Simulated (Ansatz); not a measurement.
The system is NbCu.

```
CELL_PARAMETERS angstrom
0.00000 2.56221 2.56221
2.56221 0.00000 2.56221
2.56221 2.56221 0.00000
ATOMIC_POSITIONS crystal
Nb 0.00000 0.00000 0.00000
Cu 0.50000 0.50000 0.50000
```

The cell was built by a generator and needn't be a form met in nature.

Program: Ansatz 0.2.0. Alike in all runs: task single point; potentials or basis Ansatz PAW; cell as given; smearing fermi-dirac 0.05 eV; the mesh is coarse, so values aren't converged.

**Question.** Order these runs on this cell by their pressure, lowest first.
A. level HF; spin off; k mesh 5 × 5 × 5; cutoff (eV) 420
B. level HSE06; spin SOC, no magnetisation; k mesh 4 × 4 × 4; cutoff (eV) 420
C. level r2SCAN50; spin off; k mesh 5 × 5 × 5; cutoff (eV) 500

**Answer.** C (-6.8 GPa), B (-3.0 GPa), A (5.4 GPa).

Caveats: all runs use coarse meshes; the PAW data sets come from PBE, with cores solved anew for the run's functional, which leaves a small shift of forces and pressure; the thresholds are loose for stress.
